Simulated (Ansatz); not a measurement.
Here is an Ansatz 0.2.0 calculation.

File input.yaml:

```yaml
crystal:
  lattice:
    - [1.4117478522, 0.8150730025, 4.4694532999]
    - [-1.4117478522, 0.8150730025, 4.4694532999]
    - [0.0, -1.630146005, 4.4694532999]
  atoms:
    - { symbol: Au, position: [0.0, 0.0, 0.0] }
    - { symbol: Fe, position: [0.5, 0.5, 0.5], spin: 3.0 }
hamiltonian:
  xc: pbesol
  pseudopotentials: { kind: paw }
magnetization:
  spin_polarized: true
kpoints:
  mp_grid: { grid: [8, 8, 8] }
scf:
  occupations: { method: fermi_dirac, width: 0.05 }
output:
  forces: true
  stress: true
  eigenvalues: true
  write_density: true
  write_potential: true
  elf: true
  volumetric_format: npy
relax:
  f_tol: 0.01
  max_steps: 40
  cell: { stress_tol: 0.05 }
```

Potentials or basis: Ansatz PAW.

The run is started by

```console
$ ansatz run input.yaml --threads 2 --pin off --max-ram 5632MiB --backend cpu --events-out ev --progress --plain --runs-dir out
```

Predict the band gap on the k mesh.

none (metal or under the smearing width).

Estimate the relaxed cell.

a = 4.689 Å, b = 4.689 Å, c = 4.689 Å, α = 34.17°, β = 34.17°, γ = 34.17°.

What does it give for the space group after relaxing (to 0.05 Å)?

R-3m (No. 166).

Step by step:
| step | energy change (eV) | largest force (eV/Å) | volume (Å³) |
| --- | --- | --- | --- |
| 1 | 0.0000 | 0.0000 | 30.86 |
| 2 | -0.0314 | 0.0000 | 27.91 |
| 3 | -0.0534 | 0.0000 | 29.15 |
| 4 | -0.0540 | 0.0000 | 29.01 |
| 5 | -0.0541 | 0.0000 | 29.00 |
| 6 | -0.0541 | 0.0000 | 28.99 |
| 7 | -0.0533 | 0.0000 | 28.99 |

Caveat: the plane-wave basis is chosen anew once the cell has moved, so the energies of steps on either side of that aren't comparable; the PAW data sets come from PBE, with cores solved anew for the run's functional, which leaves a small shift of forces and pressure. The run has no spin-orbit coupling, so splittings on Au are missing.
